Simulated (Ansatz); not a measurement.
# Alloy of Si and Sn (2 of 64 Si sites exchanged), 64 atoms, part 2 of 2

Ansatz 0.2.0, PAW. Earlier steps stand in the parts before.

## 3. Single point with HSE06

in.yaml

```yaml
crystal:
  lattice:
    - [10.931795, 0.000000, 0.000000]
    - [0.000000, 10.931795, 0.000000]
    - [0.000000, 0.000000, 10.931795]
  atoms:
    - { symbol: Si, position: [0.000234, 0.000277, 0.000040] }
    - { symbol: Si, position: [0.998588, 0.998805, 0.499967] }
    - { symbol: Si, position: [0.998433, 0.500178, 0.001402] }
    - { symbol: Si, position: [0.000204, 0.500016, 0.500175] }
    - { symbol: Si, position: [0.500159, 0.001398, 0.004146] }
    - { symbol: Si, position: [0.499560, 0.002797, 0.497674] }
    - { symbol: Si, position: [0.499617, 0.497591, 0.002789] }
    - { symbol: Si, position: [0.508388, 0.506503, 0.489384] }
    - { symbol: Si, position: [0.125323, 0.125333, 0.125106] }
    - { symbol: Si, position: [0.121088, 0.124326, 0.625023] }
    - { symbol: Si, position: [0.123768, 0.625529, 0.126728] }
    - { symbol: Si, position: [0.122515, 0.627941, 0.625694] }
    - { symbol: Si, position: [0.625252, 0.126913, 0.126593] }
    - { symbol: Si, position: [0.627599, 0.122844, 0.625713] }
    - { symbol: Si, position: [0.625078, 0.625522, 0.125129] }
    - { symbol: Si, position: [0.635818, 0.619354, 0.616754] }
    - { symbol: Si, position: [0.250079, 0.250233, 0.999978] }
    - { symbol: Si, position: [0.240354, 0.240876, 0.490462] }
    - { symbol: Si, position: [0.247401, 0.751308, 0.003900] }
    - { symbol: Si, position: [0.247833, 0.749958, 0.497984] }
    - { symbol: Si, position: [0.751072, 0.250571, 0.001150] }
    - { symbol: Si, position: [0.749916, 0.250245, 0.500176] }
    - { symbol: Si, position: [0.752433, 0.750377, 0.002570] }
    - { symbol: Si, position: [0.753815, 0.751349, 0.497590] }
    - { symbol: Si, position: [0.375149, 0.374006, 0.126593] }
    - { symbol: Si, position: [0.375158, 0.875127, 0.125380] }
    - { symbol: Si, position: [0.366206, 0.884043, 0.616332] }
    - { symbol: Si, position: [0.875157, 0.375142, 0.125221] }
    - { symbol: Si, position: [0.876553, 0.374084, 0.625188] }
    - { symbol: Si, position: [0.876501, 0.875483, 0.126568] }
    - { symbol: Si, position: [0.875269, 0.875206, 0.625315] }
    - { symbol: Si, position: [0.249980, 0.998889, 0.248684] }
    - { symbol: Si, position: [0.247536, 0.002887, 0.749503] }
    - { symbol: Si, position: [0.250108, 0.500112, 0.250038] }
    - { symbol: Si, position: [0.239301, 0.506517, 0.758571] }
    - { symbol: Si, position: [0.749894, 0.000352, 0.250056] }
    - { symbol: Si, position: [0.754028, 0.001471, 0.750289] }
    - { symbol: Si, position: [0.751403, 0.500215, 0.248529] }
    - { symbol: Si, position: [0.752576, 0.497731, 0.749472] }
    - { symbol: Si, position: [0.374941, 0.124240, 0.371381] }
    - { symbol: Si, position: [0.375555, 0.122755, 0.877695] }
    - { symbol: Si, position: [0.375489, 0.627940, 0.372608] }
    - { symbol: Si, position: [0.366674, 0.619183, 0.886173] }
    - { symbol: Si, position: [0.874901, 0.125218, 0.375389] }
    - { symbol: Si, position: [0.876517, 0.126727, 0.875535] }
    - { symbol: Si, position: [0.876668, 0.625450, 0.374103] }
    - { symbol: Si, position: [0.874888, 0.625453, 0.875169] }
    - { symbol: Si, position: [0.998732, 0.249957, 0.248895] }
    - { symbol: Si, position: [0.999850, 0.250391, 0.750235] }
    - { symbol: Si, position: [0.000087, 0.750388, 0.250321] }
    - { symbol: Si, position: [0.998600, 0.751412, 0.750231] }
    - { symbol: Si, position: [0.500047, 0.250411, 0.250176] }
    - { symbol: Si, position: [0.508924, 0.241539, 0.759033] }
    - { symbol: Si, position: [0.500124, 0.751418, 0.248832] }
    - { symbol: Si, position: [0.122728, 0.375306, 0.372622] }
    - { symbol: Si, position: [0.121338, 0.374503, 0.877722] }
    - { symbol: Si, position: [0.124132, 0.875257, 0.374149] }
    - { symbol: Si, position: [0.125205, 0.875502, 0.875043] }
    - { symbol: Si, position: [0.627701, 0.374575, 0.371434] }
    - { symbol: Si, position: [0.627288, 0.375756, 0.877254] }
    - { symbol: Si, position: [0.625101, 0.875527, 0.375228] }
    - { symbol: Si, position: [0.634747, 0.884972, 0.884827] }
    - { symbol: Sn, position: [0.374763, 0.374250, 0.624813] }
    - { symbol: Sn, position: [0.500360, 0.751387, 0.750678] }
kpoints:
  mp_grid: { grid: [1, 1, 1] }
hamiltonian:
  xc: hse06
scf:
  occupations: { method: fermi_dirac, width: 0.01 }
output:
  forces: true
  eigenvalues: true
  populations: true
  eigenstates: { kpoints: [[0, 0, 0]], e_range: [-6.0, 6.0], localisation: true }
```

The run is started by

```console
$ ansatz run in.yaml --threads 2 --pin off --max-ram 20900MiB --runs-dir r --events-out ev --progress --plain --backend cuda --devices 0, --max-vram 18GiB
```

The program printed:

```text
Pseudopotentials: kind: paw
Functional definition: HSE06
  parameter a = 0.25
  parameter omega = 0.11/bohr
  exchange = pbe_x - a*pbe_x_sr(omega) + a*exact_x_sr(omega)
  correlation = pbe_c
Crystal: 64 atoms, lattice volume = 1306.395 Å³
Basis set: ecut = 420 eV, 25533 PW (Γ), exchange–correlation on 150×150×150 points (8 copies of the dense FFT grid, shifted against one another)
Bands: 202, of which v1, the nominal top of the filled ones, is band 138 counted from 1 (137 counted from 0)
Symmetry: 1 space group operations
Space group: P1 (ITA 1), of the structure as read, at distance tolerance 1.1e-4 Å
k-points: 1
Non-local potential: Si, projectors of the file, l = 0: 2, l = 1: 2, l = 2: 2
Non-local potential: Sn, projectors of the file, l = 0: 2, l = 1: 2, l = 2: 2, l = 3: 2
PAW form: soft (Blöchl's): semilocal exchange-correlation on the pseudo side does not see the compensation charge
PAW frozen core: Si, regenerated for the run's functional, and the local potential with it (the file was generated under x = pbe(κ = 0.804, μ = 0.2195149727645171), c = pbe(β = 0.06672455060314922))
PAW frozen core: Sn, regenerated for the run's functional, and the local potential with it (the file was generated under x = pbe(κ = 0.804, μ = 0.2195149727645171), c = pbe(β = 0.06672455060314922))
PAW one-centre angular grid: Si, 110 points (default); XC on 64 Gauss nodes
PAW one-centre angular grid: Sn, 590 points (default); XC on 64 Gauss nodes
Initial density: superposition of atomic densities (neutral atoms: chi_scale 0, normalization atom), corrected by the library's trained network
Initial wavefunctions: pseudopotential atomic-orbital guess
Functional: x = pbe(κ = 0.804, μ = 0.2195149727645171), c = pbe(β = 0.06672455060314922), warm-up for x = pbe(κ = 0.804, μ = 0.2195149727645171) + 0.25 (exact − pbe) at short range (hse, ω = 0.20786987370883472 Å⁻¹), c = pbe(β = 0.06672455060314922); HSE06 as pw.x's `hse` composes it (authors' and Libxc's form: `xc: wpbeh`)
SCF iter   1: F=—  HF=-51460.251268 eV  |F-HF|=—  |Δ(HF+E_count)|=         —  Δρ=2.09e-3  dr2=1.17e-1  ethr=1.77e-3  ⟨swp⟩=17.0  Hψ=1212  notcnv=0
preconditioner: auto → none  [insulator: Δε(μ)=0.605 eV  Ē_g=7.847 eV  σ=0.010 eV  W_gap=1.00  n_scr=202 (ndim 8)  ℏωp=16.4 eV  f_vac=0.000  D(μ)=0.00/eV (n_scr^D=0)]
SCF iter   2: F=—  HF=-51460.240880 eV  |F-HF|=—  |Δ(HF+E_count)|=   1.04e-2  Δρ=1.00e-3  dr2=2.65e-2  ethr=4.23e-5  ⟨swp⟩=12.0  Hψ=690  notcnv=0
SCF iter   3: F=—  HF=-51460.239805 eV  |F-HF|=—  |Δ(HF+E_count)|=   1.07e-3  Δρ=4.12e-4  dr2=1.15e-2  ethr=9.58e-6  ⟨swp⟩=10.0  Hψ=648  notcnv=0
iter 4 solved again at ethr=6.87e-8 eV; its pass at ethr=4.18e-6 eV (dr2=1.90e-4 eV) is discarded
SCF iter   4: F=—  HF=-51460.238740 eV  |F-HF|=—  |Δ(HF+E_count)|=   1.06e-3  Δρ=9.89e-5  dr2=1.99e-4  ethr=6.87e-8  ⟨swp⟩=4.0  Hψ=998  notcnv=0
SCF iter   5: F=—  HF=-51460.238816 eV  |F-HF|=—  |Δ(HF+E_count)|=   7.53e-5  Δρ=4.47e-5  dr2=5.54e-5  ethr=6.87e-8  ⟨swp⟩=4.0  Hψ=421  notcnv=0
SCF iter   6: F=-51460.238835 eV  HF=-51460.238830 eV  |F-HF|=4.99e-6  |Δ(HF+E_count)|=   1.45e-5  Δρ=1.93e-5  dr2=4.98e-6  ethr=2.01e-8  ⟨swp⟩=3.0  Hψ=401  notcnv=0
SCF 1 stopped early in 6 iterations: F = -51460.238835 eV  dr2 = 4.98e-6
Initial density: handed on by an earlier stage of this run
Initial wavefunctions: those handed on with the density
Functional: x = pbe(κ = 0.804, μ = 0.2195149727645171) + 0.25 (exact − pbe) at short range (hse, ω = 0.20786987370883472 Å⁻¹), c = pbe(β = 0.06672455060314922); HSE06 as pw.x's `hse` composes it (authors' and Libxc's form: `xc: wpbeh`)
Exchange kernel: α = 0.2500, screened, ω = 0.2079 Å⁻¹, Wigner–Seitz truncation, v(0) = 945.6248 eV·Å³, q-mesh 1×1×1, nearest image of the exchange supercell L = 10.93 Å, pair-density grid 48×48×48, without the augmentation charges, whose exchange is taken in its separable form (sized by the pseudopotential files, 75×75×75 at the most)
Frozen-core exchange: fock
SCF iter   1: F=—  HF=-51499.509647 eV  |F-HF|=—  |Δ(HF+E_count)|=         —  Δρ=3.10e-3  dr2=9.70e-2  ethr=1.80e-8  ⟨swp⟩=16.0  Hψ=1585  notcnv=0
preconditioner: auto → none  [insulator: Δε(μ)=1.164 eV  Ē_g=9.096 eV  σ=0.010 eV  W_gap=1.00  n_scr=202 (ndim 8)  ℏωp=16.4 eV  f_vac=0.000  D(μ)=0.00/eV (n_scr^D=0)]
SCF iter   2: F=—  HF=-51499.472026 eV  |F-HF|=—  |Δ(HF+E_count)|=   3.76e-2  Δρ=1.35e-3  dr2=2.55e-2  ethr=1.80e-8  ⟨swp⟩=6.0  Hψ=922  notcnv=0
SCF iter   3: F=—  HF=-51499.573164 eV  |F-HF|=—  |Δ(HF+E_count)|=   1.01e-1  Δρ=8.72e-4  dr2=2.13e-2  ethr=1.80e-8  ⟨swp⟩=6.0  Hψ=1005  notcnv=0
SCF iter   4: F=—  HF=-51499.570261 eV  |F-HF|=—  |Δ(HF+E_count)|=   2.90e-3  Δρ=3.28e-4  dr2=1.42e-2  ethr=1.80e-8  ⟨swp⟩=6.0  Hψ=963  notcnv=0
SCF iter   5: F=—  HF=-51499.567671 eV  |F-HF|=—  |Δ(HF+E_count)|=   2.59e-3  Δρ=1.19e-4  dr2=1.57e-3  ethr=1.80e-8  ⟨swp⟩=5.0  Hψ=771  notcnv=0
SCF iter   6: F=—  HF=-51499.567385 eV  |F-HF|=—  |Δ(HF+E_count)|=   2.86e-4  Δρ=3.71e-5  dr2=3.46e-4  ethr=1.80e-8  ⟨swp⟩=5.0  Hψ=559  notcnv=0
SCF iter   7: F=—  HF=-51499.570212 eV  |F-HF|=—  |Δ(HF+E_count)|=   2.83e-3  Δρ=1.01e-4  dr2=1.21e-4  ethr=1.80e-8  ⟨swp⟩=5.0  Hψ=677  notcnv=0
SCF iter   8: F=-51499.570163 eV  HF=-51499.570172 eV  |F-HF|=8.61e-6  |Δ(HF+E_count)|=   4.05e-5  Δρ=2.17e-5  dr2=1.53e-5  ethr=1.80e-8  ⟨swp⟩=3.0  Hψ=432  notcnv=0
SCF 2 stopped early in 8 iterations: F = -51499.570163 eV  dr2 = 1.53e-5
  Residual-converged pass: ⟨swp⟩=4.0  Hψ=583  notcnv=0  max |occ|·‖R‖ = 4.8e-6 eV (tolerance 6.7e-6 eV)  dr2=1.56e-5  dr2_onsite=6.84e-8  max |Δocc| = 0.0e0
[... from here the SCF cycle lines were not kept, up to the last twenty ...]
hybrid outer 1: dexx = +1.233e-1 eV, tail = 8.80e-5 eV
SCF iter   1: F=—  HF=-51499.568467 eV  |F-HF|=—  |Δ(HF+E_count)|=         —  Δρ=2.01e-5  dr2=1.24e-5  ethr=1.59e-7  ⟨swp⟩=7.0  Hψ=549  notcnv=0
preconditioner: auto → none  [insulator: Δε(μ)=1.203 eV  Ē_g=9.112 eV  σ=0.010 eV  W_gap=1.00  n_scr=202 (ndim 8)  ℏωp=16.4 eV  f_vac=0.000  D(μ)=0.00/eV (n_scr^D=0)]
SCF iter   2: F=—  HF=-51499.568465 eV  |F-HF|=—  |Δ(HF+E_count)|=   1.99e-6  Δρ=5.96e-6  dr2=1.35e-6  ethr=4.00e-9  ⟨swp⟩=4.0  Hψ=415  notcnv=0
SCF iter   3: F=—  HF=-51499.568468 eV  |F-HF|=—  |Δ(HF+E_count)|=   2.06e-6  Δρ=5.37e-6  dr2=1.10e-6  ethr=3.78e-10  ⟨swp⟩=6.0  Hψ=553  notcnv=0
SCF iter   4: F=—  HF=-51499.568467 eV  |F-HF|=—  |Δ(HF+E_count)|=   1.89e-7  Δρ=9.41e-7  dr2=3.60e-8  ethr=3.78e-10  ⟨swp⟩=3.0  Hψ=373  notcnv=0
SCF iter   5: F=-51499.568467 eV  HF=-51499.568467 eV  |F-HF|=3.46e-8  |Δ(HF+E_count)|=   9.06e-8  Δρ=7.67e-7  dr2=4.01e-8  ethr=9.26e-12  ⟨swp⟩=7.0  Hψ=715  notcnv=0
SCF 3 converged in 5 iterations: F = -51499.568467 eV  dr2 = 4.01e-8
  Residual-converged pass: ⟨swp⟩=2.0  Hψ=332  notcnv=0  max |occ|·‖R‖ = 2.2e-6 eV (tolerance 2.5e-6 eV)  dr2=4.01e-8  dr2_onsite=3.11e-10  max |Δocc| = 0.0e0
hybrid outer 2: dexx = +2.369e-6 eV, tail = 9.25e-8 eV, Δε = 2.70e-3 eV (about 1.30e-4 eV left of the loop's levels), ΔF = 3.12e-3 eV/Å (tail 4.60e-4)
NSCF: frozen V_eff on 1 k-points
hybrid SCF converged: 2 outer / 13 inner (+6 warm-up), last move |dexx| = 2.37e-6 eV, tail = 9.25e-8 eV
Stability not checked: this state was not tested for a lower state beside it, because the functional holds exact exchange (a hybrid, or Hartree-Fock), whose exchange loop this test does not read (fock_operator; see scf.lower_state_search)
Free energy (F): -51499.568467 eV
Harris-Foulkes:  -51499.568467 eV  (|F-HF|=3.46e-8)
Internal energy: -51499.568467 eV  (E = F + TS)
E sigma→0 (E₀):  -51499.568467 eV
Fermi energy:    6.655361 eV
--- Per-component energies (eV) ---
  E_band       = -210.410303
  E_kinetic    = 2902.535434
  E_local      = -4965.845882  (includes V_loc(G=0)·N_el)
  E_nonlocal   = 1501.647043
  E_hartree    = 2294.864099
  E_xc         = -3390.387169
  E_vxc        = -2522.210128  (∫ρ·V_xc dr)
  E_exx        = -420.835723  (= α·E_x^exact, valence–valence)
  E_paw        = -40484.745171  (= ΣΔE_a)
  E_vpaw       = -874.595546  (= ΣTr[D̂ρ^β])
  E_aug_tail   = 0.000373  (compensation charges beyond the density's cutoff)
  E_ewald      = -8933.654006
  E_core_change = -3.147467  (= ΣΔE_core)
  E_smearing   = -0.000000  (= −TS)
  E_closure    = 0.000001  (closes the sum)
  Σ components = -51499.568467   (vs F -51499.568467, Δ=0.00e0)
--- Forces (eV/Å), atoms counted from 1 ---
  atom   1  Si     0.04050411     0.03964144     0.03164269
  atom   2  Si     0.02728448     0.04648963     0.04365251
  atom   3  Si     0.03677591     0.03422526     0.03681964
  atom   4  Si     0.01865077     0.03379355     0.02413285
  atom   5  Si     0.04750718     0.06467498     0.04061729
  atom   6  Si     0.00926551     0.00767569     0.03541317
  atom   7  Si     0.00481914     0.04837058     0.01613132
  atom   8  Si     0.04832718    -0.04264846    -0.02933217
  atom   9  Si    -0.03110493    -0.04166066    -0.04564327
  atom  10  Si    -0.04436139    -0.06255933    -0.04969305
  atom  11  Si    -0.03570335    -0.03723151    -0.03512346
  atom  12  Si    -0.02096046    -0.04222920    -0.00697317
  atom  13  Si    -0.04236188    -0.04559249    -0.02449716
  atom  14  Si    -0.03198240    -0.00844835    -0.01158926
  atom  15  Si    -0.01976496    -0.03263899    -0.02005691
  atom  16  Si     0.02252969     0.04353861    -0.04340014
  atom  17  Si     0.02156833     0.01722579     0.04627563
  atom  18  Si     0.08833558     0.08901240     0.09199073
  atom  19  Si     0.03775771    -0.02609921    -0.01237087
  atom  20  Si    -0.01381260     0.09634475    -0.01575617
  atom  21  Si     0.01484814     0.04261124     0.01704624
  atom  22  Si     0.04519379     0.01843030     0.02153906
  atom  23  Si     0.04514499     0.04541463     0.04264014
  atom  24  Si    -0.01595266    -0.02689582     0.03643011
  atom  25  Si    -0.03571086    -0.02953852    -0.03975382
  atom  26  Si    -0.01161187    -0.03147814    -0.02696572
  atom  27  Si     0.02132294    -0.01856787     0.01506223
  atom  28  Si    -0.03969929    -0.00864619    -0.03900573
  atom  29  Si    -0.04497845    -0.03224791    -0.03691491
  atom  30  Si    -0.03091840    -0.04024913    -0.03514158
  atom  31  Si    -0.02744660    -0.03375693    -0.01822559
  atom  32  Si     0.03699678     0.04083504     0.02832044
  atom  33  Si     0.03091558     0.00735709     0.01311400
  atom  34  Si     0.02120636     0.03301486     0.02258030
  atom  35  Si    -0.02082603    -0.04902335     0.04094462
  atom  36  Si     0.02914603     0.04064251     0.05190485
  atom  37  Si     0.04215570     0.06019777     0.04787126
  atom  38  Si     0.03631374     0.03624391     0.04141253
  atom  39  Si     0.02167219     0.04259669     0.01135798
  atom  40  Si    -0.04448533    -0.06209367    -0.04678626
  atom  41  Si    -0.00564243    -0.00413839    -0.03464086
  atom  42  Si    -0.00389209    -0.04522372    -0.01949564
  atom  43  Si    -0.04281308     0.04279066     0.02117125
  atom  44  Si    -0.04063156    -0.03551140    -0.03336928
  atom  45  Si    -0.02291425    -0.03709432    -0.04498182
  atom  46  Si    -0.03494037    -0.03615440    -0.04361580
  atom  47  Si    -0.01636656    -0.02815085    -0.02231172
  atom  48  Si     0.02785106     0.04000614     0.02767322
  atom  49  Si     0.03061323     0.03377193     0.01488460
  atom  50  Si     0.03765706     0.01238049     0.03567574
  atom  51  Si     0.04309613     0.03418974     0.03403884
  atom  52  Si     0.01547782     0.03571886     0.02280818
  atom  53  Si    -0.01935783     0.01368843    -0.01186627
  atom  54  Si     0.02861473     0.03731563     0.03840114
  atom  55  Si    -0.04732368    -0.03995006    -0.04105441
  atom  56  Si     0.01247239     0.02190223    -0.03328968
  atom  57  Si    -0.01808009    -0.04751243    -0.01567860
  atom  58  Si    -0.04424887    -0.02231370    -0.02027159
  atom  59  Si    -0.03678294     0.01975129     0.01518834
  atom  60  Si     0.01452491    -0.09678113     0.01572944
  atom  61  Si    -0.02244753    -0.02103993    -0.04498145
  atom  62  Si    -0.08614843    -0.09694922    -0.08240148
  atom  63  Sn    -0.01854264     0.01253798    -0.00699733
  atom  64  Sn     0.01324604    -0.00998345     0.00973466
  max |Σ_I F_I| component: 1.98e-5 eV/Å
--- Band table (eV) ---
  k-point 0: bands = ["-16.8492", "-16.8490", "-16.8485", "-16.8468", "-16.8463", "-16.8452", "-16.7860", "-16.7850", "-16.7844", "-16.7844", "-7.1926", "-6.0502", "-6.0397", "-6.0340", "-6.0252", "-5.9708", "-5.9122", "-5.0026", "-4.9956", "-4.9928", "-4.9899", "-4.9841", "-4.9667", "-4.9512", "-4.9490", "-4.9481", "-4.9464", "-4.8247", "-4.8207", "-4.6490", "-4.6418", "-4.5947", "-4.4975", "-2.6435", "-2.6415", "-2.6350", "-2.6273", "-2.6109", "-2.6071", "-2.5150", "-2.5009", "-2.4817", "-2.4801", "-2.4554", "-2.4468", "-2.4434", "-2.4391", "-2.4328", "-2.4222", "-2.2077", "-2.1935", "-1.6732", "-1.6428", "-1.6236", "-1.6096", "-0.0845", "-0.0791", "-0.0788", "-0.0625", "-0.0553", "-0.0329", "0.0005", "0.0159", "0.0547", "0.0759", "0.0861", "0.0969", "1.7788", "1.7853", "1.7903", "1.8035", "1.8270", "1.8298", "1.8563", "1.8572", "1.8721", "1.8753", "1.9028", "1.9067", "1.9336", "1.9339", "1.9410", "1.9493", "1.9530", "1.9542", "2.0102", "2.0277", "2.0301", "2.0713", "2.0811", "2.1398", "2.1546", "2.1782", "2.1999", "2.2126", "2.2396", "2.2642", "2.8714", "2.8814", "2.8867", "2.9010", "2.9123", "2.9263", "3.8643", "3.8924", "3.9000", "3.9248", "3.9276", "3.9319", "3.9583", "3.9791", "3.9799", "4.0646", "4.0812", "4.1341", "4.4616", "4.4835", "4.4952", "4.5014", "4.5252", "4.5283", "4.5343", "4.5355", "4.5448", "4.5563", "4.5712", "4.6061", "4.6144", "4.6477", "4.6633", "4.8087", "4.8484", "4.9366", "4.9644", "5.0813", "6.0214", "6.0333", "6.0552", "7.2579", "7.2659", "7.3307", "7.3312", "7.3425", "7.3428", "7.7422", "7.7459", "7.7738", "7.7759", "7.8094", "7.8113", "8.1872", "8.2004", "8.2212", "8.2796", "9.0847", "9.0855", "9.0857", "9.1515", "9.1568", "9.1662", "9.1771", "9.1869", "9.2062", "9.2370", "9.2495", "9.2822", "9.3468", "9.3538", "9.3867", "9.8199", "9.8357", "9.8427", "9.8586", "9.8669", "9.9254", "10.0664", "10.1068", "10.1293", "10.1655", "10.1755", "10.1863", "10.1947", "10.2359", "10.2989", "10.9646", "10.9682", "10.9970", "11.0013", "11.0033", "11.0095", "11.0223", "11.0288", "11.0516", "11.0746", "11.0788", "11.1225", "11.6564", "11.6605", "11.6707", "11.6796", "11.6814", "11.6883"]
--- Löwdin populations: 64 sites ---
  site symbol       q [e]
     0     Si      3.9593
     1     Si      3.9603
     2     Si      3.9601
     3     Si      3.9603
     4     Si      3.9552
     5     Si      3.9564
     6     Si      3.9559
     7     Si      4.0243
     8     Si      3.9593
     9     Si      3.9553
    10     Si      3.9600
    11     Si      3.9559
    12     Si      3.9603
    13     Si      3.9564
    14     Si      3.9603
    15     Si      4.0242
    16     Si      3.9607
    17     Si      4.0294
    18     Si      3.9576
    19     Si      3.9565
    20     Si      3.9605
    21     Si      3.9607
    22     Si      3.9546
    23     Si      3.9576
    24     Si      3.9616
    25     Si      3.9687
    26     Si      4.0307
    27     Si      3.9678
    28     Si      3.9617
    29     Si      3.9641
    30     Si      3.9686
    31     Si      3.9602
    32     Si      3.9563
    33     Si      3.9604
    34     Si      4.0242
    35     Si      3.9593
    36     Si      3.9553
    37     Si      3.9601
    38     Si      3.9559
    39     Si      3.9552
    40     Si      3.9564
    41     Si      3.9560
    42     Si      4.0242
    43     Si      3.9593
    44     Si      3.9603
    45     Si      3.9601
    46     Si      3.9604
    47     Si      3.9641
    48     Si      3.9687
    49     Si      3.9678
    50     Si      3.9617
    51     Si      3.9687
    52     Si      4.0307
    53     Si      3.9617
    54     Si      3.9545
    55     Si      3.9576
    56     Si      3.9605
    57     Si      3.9607
    58     Si      3.9576
    59     Si      3.9565
    60     Si      3.9606
    61     Si      4.0295
    62     Sn     13.7560
    63     Sn     13.7561
  spilling = 0.008838 (of n_electrons = 276.000000)
```

Run time: 43 s. Hardware: 1 × NVIDIA H100 80GB HBM3 with 2 threads of AMD EPYC 7R13, shared host; peak host memory 3 GiB.

Spacing of the frontier levels at the Γ point alone: 1.20 eV (6.055 to 7.258 eV).

Frontier states and how far they spread:

```tsv
level (eV)	spin	filling	atoms sharing it	main element	its share	largest atom
-0.03	both	2.00	62.5	Si	0.96	–
-0.02	both	2.00	59.5	Si	0.95	–
0.00	both	2.00	60.8	Si	0.95	–
1.20	both	0.00	63.5	Si	0.97	–
1.21	both	0.00	63.6	Si	0.97	–
1.28	both	0.00	60.3	Si	0.98	–
1.28	both	0.00	60.7	Si	0.98	–
1.29	both	0.00	62.1	Si	0.98	–
```

On these atoms HSE06 leaves forces up to 0.16 eV/Å (on Si18), as they were relaxed at another level of theory (and may have been on other k points).

## 4. Outcome

The summary covers parts 1 to 2. Changes of volume or cell count from the first structure of part 1.

| level | time | k points | top filled to lowest empty (eV) |
| --- | --- | --- | --- |
| PBEsol, relaxation | 20 s (GPU) | (¼, ¼, ¼) | 1.00 |
| HSE06 | 43 s (GPU) | Γ | 1.20 |

```
     quantity                                                                         value
   relaxation                                              5 recorded steps, 1.93 eV gained
largest shift                                                0.19 Å (Si62 and others alike)
 relaxed cell  a = 10.932 Å, b = 10.932 Å, c = 10.932 Å, α = 90.00°, β = 90.00°, γ = 90.00°
   mean bonds                                                    Si–Si 2.357, Si–Sn 2.534 Å
```

**Reading.** Relaxation gains 1.93 eV, with shifts up to 0.19 Å (Si62 and others alike), while the volume changes by -0.0 %. The mean lengths of the listed bonds run from Si–Si 2.36 Å to Si–Sn 2.53 Å. The relaxation ran on other k points, so part of any difference from the later rows can come from the mesh. No spin–orbit coupling is included; with elements this heavy it would shift the edges. With one k point the spacing samples only the states that fold onto it, so it can exceed the gap over the zone.
